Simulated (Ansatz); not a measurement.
# Na2Ta2AlSi: the cost of one run

Program: Ansatz 0.2.0. Level of theory: DFT PBE, scalar-relativistic, plane waves, PAW, unless a step names another level. These are calculated values, not measurements.

4 further runs of the same task are left out: 4 set aside as unsound or not needed.

### Step 1. The formula and the candidates

Pauling electronegativities: Na 0.93, Ta 1.50, Al 1.61, Si 1.90 (spread 0.97). No set of common oxidation states balances it. Tabulated atomic sizes suggest about 17 Å³/atom. 23 candidates were drawn, by swapping species into database cells of other compounds, at random by space group and Wyckoff sites, or by hand, as the table says:

```
name                    made from  space group no.                       Wyckoff sites  atoms (primitive cell)  V (Å³/atom)
 c01                       random               71      Na 2d, 2c; Ta 4j; Al 2b; Si 2a                       6         20.8
 c02                       random              191          Na 2e; Ta 2c; Al 1b; Si 1a                       6         19.3
 c03                       random              187          Na 2h; Ta 2i; Al 1a; Si 1f                       6         17.2
 c04                       random              123          Na 2f; Ta 2g; Al 1a; Si 1c                       6         19.4
 c05   database cell of LaYMn2Si2               99      Na 2c; Ta 1b, 1a; Al 1b; Si 1a                       6         18.3
 c06   database cell of Sr2CuSeO2              123          Na 2g; Ta 2f; Al 1c; Si 1d                       6         16.0
 c07    database cell of LaB2Pd2C              139          Na 4e; Ta 4d; Al 2b; Si 2a                       6         16.1
 c08                       random              191          Na 2c; Ta 2d; Al 1b; Si 1a                       6         18.7
 c09  database cell of Zr2SiTe2As              115          Na 2g; Ta 2g; Al 1b; Si 1a                       6         17.9
 c10                       random               71          Na 4g; Ta 4j; Al 2c; Si 2b                       6         17.7
 c11                       random              123      Na 1c, 1b; Ta 2f; Al 1a; Si 1d                       6         20.3
 c12                       random              187  Na 1f, 1a; Ta 1c, 1e; Al 1b; Si 1d                       6         18.9
 c13   database cell of LiCeCu2P2              164          Na 2d; Ta 2d; Al 1a; Si 1b                       6         15.3
 c14   database cell of Li2MgCdP2              115      Na 1b, 1d; Ta 2g; Al 1a; Si 1c                       6         18.6
 c15                       random              191          Na 2c; Ta 2d; Al 1a; Si 1b                       6         18.5
 c16                       random              123          Na 2e; Ta 2f; Al 1b; Si 1d                       6         21.3
 c17                       random              123      Na 1c, 1d; Ta 2g; Al 1a; Si 1b                       6         17.4
 c18                       random              164          Na 2d; Ta 2c; Al 1a; Si 1b                       6         21.2
 c19  database cell of Zr2SiTe2As              115          Na 2g; Ta 2g; Al 1a; Si 1b                       6         17.9
 c20                       random              123          Na 2h; Ta 2f; Al 1d; Si 1a                       6         17.4
 c21  database cell of CeAlCu2Ni2               65          Na 4f; Ta 4i; Al 2c; Si 2a                       6         16.9
 c22                       random              139          Na 4e; Ta 4c; Al 2a; Si 2b                       6         20.5
 c23    database cell of EuNi2B2C              139          Na 4e; Ta 4d; Al 2a; Si 2b                       6         15.0
```

### Step 2. Screening run of c05

File input.yaml:

```yaml
crystal:
  lattice:
    - [4.09503735, 0.0, 0.0]
    - [0.0, 4.09503735, 0.0]
    - [0.0, 0.0, 6.56125605]
  atoms:
    - { symbol: Na, position: [0.5, 0.0, 0.99462003] }
    - { symbol: Na, position: [0.0, 0.5, 0.99462003] }
    - { symbol: Ta, position: [0.5, 0.5, 0.82874799] }
    - { symbol: Ta, position: [0.0, 0.0, 0.16438399] }
    - { symbol: Al, position: [0.5, 0.5, 0.320324] }
    - { symbol: Si, position: [0.0, 0.0, 0.69730401] }
basis:
  ecutwfc: 420
kpoints:
  mp_grid: { grid: [4, 4, 3] }
hamiltonian:
  xc: pbe
scf:
  occupations: { method: gaussian, width: 0.2 }
  lower_state_search: "off"
output:
  forces: true
  stress: true
  eigenvalues: true
relax:
  adjacent_minimum: "off"
  f_tol: 0.08
  max_steps: 16
  cell: { stress_tol: 0.8 }
```

The run is started by

```sh
ansatz run input.yaml --threads 1 --pin off --max-ram 2560MiB --backend cpu --events-out ev --progress --plain --runs-dir out
```

**Question.** How long does this run take on 1 thread of Arm Neoverse V2, shared host, and how much memory does it need?

About 72 s, with a peak of 0.35 GiB.
